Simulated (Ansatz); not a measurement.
# Si45Ge19: the cost of one run

Program: Ansatz 0.2.0. Level of theory: DFT r2SCAN, scalar-relativistic, plane waves, PAW. These are calculated values, not measurements.

## Step 1: The structure to begin with

It takes space group P1 (No. 1, triclinic). Conventional cell: a = 11.025 Å, b = 11.025 Å, c = 11.025 Å, α = 90.00°, β = 90.00°, γ = 90.00°. Si (site symmetry 1) has 2 Si at 2.39 Å and 2 Ge at 2.39 Å as nearest neighbours. Si (site symmetry 1) is surrounded by 1 Ge at 2.39 Å and 3 Si at 2.39 Å. Around Ge (site symmetry 1) lie 4 Si at 2.39 Å. Si (site symmetry 1) has 4 Si at 2.39 Å as nearest neighbours. Si (site symmetry 1) is surrounded by 2 Ge at 2.39 Å and 2 Si at 2.39 Å. Si (site symmetry 1) has 3 Ge at 2.39 Å and 1 Si at 2.39 Å as nearest neighbours. Only part of the 64 independent sites is listed.

As a file:

```cif
data_structure
_symmetry_space_group_name_H-M 'P1'
_symmetry_Int_Tables_number 1
_cell_length_a 11.0247
_cell_length_b 11.0247
_cell_length_c 11.0247
_cell_angle_alpha 90.000
_cell_angle_beta 90.000
_cell_angle_gamma 90.000
_cell_volume 1339.98
loop_
_atom_site_label
_atom_site_type_symbol
_atom_site_symmetry_multiplicity
_atom_site_Wyckoff_symbol
_atom_site_fract_x
_atom_site_fract_y
_atom_site_fract_z
_atom_site_occupancy
Si1 Si 1 a 0.00000 0.00000 0.00000 1
Si2 Si 1 a 0.00000 0.00000 0.50000 1
Ge1 Ge 1 a 0.00000 0.50000 0.00000 1
Si3 Si 1 a 0.00000 0.50000 0.50000 1
Si4 Si 1 a 0.50000 0.00000 0.00000 1
Si5 Si 1 a 0.50000 0.00000 0.50000 1
Si6 Si 1 a 0.50000 0.50000 0.00000 1
Si7 Si 1 a 0.50000 0.50000 0.50000 1
Si8 Si 1 a 0.00000 0.25000 0.25000 1
Si9 Si 1 a 0.00000 0.25000 0.75000 1
Si10 Si 1 a 0.00000 0.75000 0.25000 1
Si11 Si 1 a 0.00000 0.75000 0.75000 1
Si12 Si 1 a 0.50000 0.25000 0.25000 1
Ge2 Ge 1 a 0.50000 0.25000 0.75000 1
Ge3 Ge 1 a 0.50000 0.75000 0.25000 1
Ge4 Ge 1 a 0.50000 0.75000 0.75000 1
Ge5 Ge 1 a 0.25000 0.00000 0.25000 1
Si13 Si 1 a 0.25000 0.00000 0.75000 1
Si14 Si 1 a 0.25000 0.50000 0.25000 1
Ge6 Ge 1 a 0.25000 0.50000 0.75000 1
Ge7 Ge 1 a 0.75000 0.00000 0.25000 1
Si15 Si 1 a 0.75000 0.00000 0.75000 1
Si16 Si 1 a 0.75000 0.50000 0.25000 1
Si17 Si 1 a 0.75000 0.50000 0.75000 1
Si18 Si 1 a 0.25000 0.25000 0.00000 1
Si19 Si 1 a 0.25000 0.25000 0.50000 1
Si20 Si 1 a 0.25000 0.75000 0.00000 1
Si21 Si 1 a 0.25000 0.75000 0.50000 1
Si22 Si 1 a 0.75000 0.25000 0.00000 1
Si23 Si 1 a 0.75000 0.25000 0.50000 1
Ge8 Ge 1 a 0.75000 0.75000 0.00000 1
Ge9 Ge 1 a 0.75000 0.75000 0.50000 1
Ge10 Ge 1 a 0.12500 0.12500 0.12500 1
Si24 Si 1 a 0.12500 0.12500 0.62500 1
Si25 Si 1 a 0.12500 0.62500 0.12500 1
Si26 Si 1 a 0.12500 0.62500 0.62500 1
Si27 Si 1 a 0.62500 0.12500 0.12500 1
Ge11 Ge 1 a 0.62500 0.12500 0.62500 1
Si28 Si 1 a 0.62500 0.62500 0.12500 1
Si29 Si 1 a 0.62500 0.62500 0.62500 1
Si30 Si 1 a 0.12500 0.37500 0.37500 1
Si31 Si 1 a 0.12500 0.37500 0.87500 1
Si32 Si 1 a 0.12500 0.87500 0.37500 1
Si33 Si 1 a 0.12500 0.87500 0.87500 1
Si34 Si 1 a 0.62500 0.37500 0.37500 1
Ge12 Ge 1 a 0.62500 0.37500 0.87500 1
Ge13 Ge 1 a 0.62500 0.87500 0.37500 1
Ge14 Ge 1 a 0.62500 0.87500 0.87500 1
Ge15 Ge 1 a 0.37500 0.12500 0.37500 1
Ge16 Ge 1 a 0.37500 0.12500 0.87500 1
Si35 Si 1 a 0.37500 0.62500 0.37500 1
Si36 Si 1 a 0.37500 0.62500 0.87500 1
Si37 Si 1 a 0.87500 0.12500 0.37500 1
Ge17 Ge 1 a 0.87500 0.12500 0.87500 1
Si38 Si 1 a 0.87500 0.62500 0.37500 1
Si39 Si 1 a 0.87500 0.62500 0.87500 1
Ge18 Ge 1 a 0.37500 0.37500 0.12500 1
Si40 Si 1 a 0.37500 0.37500 0.62500 1
Si41 Si 1 a 0.37500 0.87500 0.12500 1
Si42 Si 1 a 0.37500 0.87500 0.62500 1
Si43 Si 1 a 0.87500 0.37500 0.12500 1
Si44 Si 1 a 0.87500 0.37500 0.62500 1
Si45 Si 1 a 0.87500 0.87500 0.12500 1
Ge19 Ge 1 a 0.87500 0.87500 0.62500 1
```

## Step 2: Relaxing cell and atoms: Si45Ge19, no spin

File input.yaml:

```yaml
crystal:
  lattice:
    - [11.0246854, 0.0, 0.0]
    - [0.0, 11.0246854, 0.0]
    - [0.0, 0.0, 11.0246854]
  atoms:
    - { symbol: Si, position: [0.0, 0.0, 0.0] }
    - { symbol: Si, position: [0.0, 0.0, 0.5] }
    - { symbol: Ge, position: [0.0, 0.5, 0.0] }
    - { symbol: Si, position: [0.0, 0.5, 0.5] }
    - { symbol: Si, position: [0.5, 0.0, 0.0] }
    - { symbol: Si, position: [0.5, 0.0, 0.5] }
    - { symbol: Si, position: [0.5, 0.5, 0.0] }
    - { symbol: Si, position: [0.5, 0.5, 0.5] }
    - { symbol: Si, position: [0.0, 0.25, 0.25] }
    - { symbol: Si, position: [0.0, 0.25, 0.75] }
    - { symbol: Si, position: [0.0, 0.75, 0.25] }
    - { symbol: Si, position: [0.0, 0.75, 0.75] }
    - { symbol: Si, position: [0.5, 0.25, 0.25] }
    - { symbol: Ge, position: [0.5, 0.25, 0.75] }
    - { symbol: Ge, position: [0.5, 0.75, 0.25] }
    - { symbol: Ge, position: [0.5, 0.75, 0.75] }
    - { symbol: Ge, position: [0.25, 0.0, 0.25] }
    - { symbol: Si, position: [0.25, 0.0, 0.75] }
    - { symbol: Si, position: [0.25, 0.5, 0.25] }
    - { symbol: Ge, position: [0.25, 0.5, 0.75] }
    - { symbol: Ge, position: [0.75, 0.0, 0.25] }
    - { symbol: Si, position: [0.75, 0.0, 0.75] }
    - { symbol: Si, position: [0.75, 0.5, 0.25] }
    - { symbol: Si, position: [0.75, 0.5, 0.75] }
    - { symbol: Si, position: [0.25, 0.25, 0.0] }
    - { symbol: Si, position: [0.25, 0.25, 0.5] }
    - { symbol: Si, position: [0.25, 0.75, 0.0] }
    - { symbol: Si, position: [0.25, 0.75, 0.5] }
    - { symbol: Si, position: [0.75, 0.25, 0.0] }
    - { symbol: Si, position: [0.75, 0.25, 0.5] }
    - { symbol: Ge, position: [0.75, 0.75, 0.0] }
    - { symbol: Ge, position: [0.75, 0.75, 0.5] }
    - { symbol: Ge, position: [0.125, 0.125, 0.125] }
    - { symbol: Si, position: [0.125, 0.125, 0.625] }
    - { symbol: Si, position: [0.125, 0.625, 0.125] }
    - { symbol: Si, position: [0.125, 0.625, 0.625] }
    - { symbol: Si, position: [0.625, 0.125, 0.125] }
    - { symbol: Ge, position: [0.625, 0.125, 0.625] }
    - { symbol: Si, position: [0.625, 0.625, 0.125] }
    - { symbol: Si, position: [0.625, 0.625, 0.625] }
    - { symbol: Si, position: [0.125, 0.375, 0.375] }
    - { symbol: Si, position: [0.125, 0.375, 0.875] }
    - { symbol: Si, position: [0.125, 0.875, 0.375] }
    - { symbol: Si, position: [0.125, 0.875, 0.875] }
    - { symbol: Si, position: [0.625, 0.375, 0.375] }
    - { symbol: Ge, position: [0.625, 0.375, 0.875] }
    - { symbol: Ge, position: [0.625, 0.875, 0.375] }
    - { symbol: Ge, position: [0.625, 0.875, 0.875] }
    - { symbol: Ge, position: [0.375, 0.125, 0.375] }
    - { symbol: Ge, position: [0.375, 0.125, 0.875] }
    - { symbol: Si, position: [0.375, 0.625, 0.375] }
    - { symbol: Si, position: [0.375, 0.625, 0.875] }
    - { symbol: Si, position: [0.875, 0.125, 0.375] }
    - { symbol: Ge, position: [0.875, 0.125, 0.875] }
    - { symbol: Si, position: [0.875, 0.625, 0.375] }
    - { symbol: Si, position: [0.875, 0.625, 0.875] }
    - { symbol: Ge, position: [0.375, 0.375, 0.125] }
    - { symbol: Si, position: [0.375, 0.375, 0.625] }
    - { symbol: Si, position: [0.375, 0.875, 0.125] }
    - { symbol: Si, position: [0.375, 0.875, 0.625] }
    - { symbol: Si, position: [0.875, 0.375, 0.125] }
    - { symbol: Si, position: [0.875, 0.375, 0.625] }
    - { symbol: Si, position: [0.875, 0.875, 0.125] }
    - { symbol: Ge, position: [0.875, 0.875, 0.625] }
scf:
  occupations: { method: gaussian, width: 0.05 }
output:
  forces: true
  stress: true
  eigenvalues: true
  write_density: true
  write_potential: true
  elf: true
  volumetric_format: npy
hamiltonian:
  xc: r2scan
kpoints:
  mp_grid: { grid: [2, 2, 2] }
relax:
  f_tol: 0.003
  cell: { stress_tol: 0.02 }
```

Started as:

```console
$ ansatz run input.yaml --threads 6 --pin off --max-ram 12288MiB --backend cpu --events-out ev --progress --plain --runs-dir out
```

What time and memory should one allow on 6 threads of Arm Neoverse N1, shared host?

About 22 min, with a peak of 9.7 GiB.
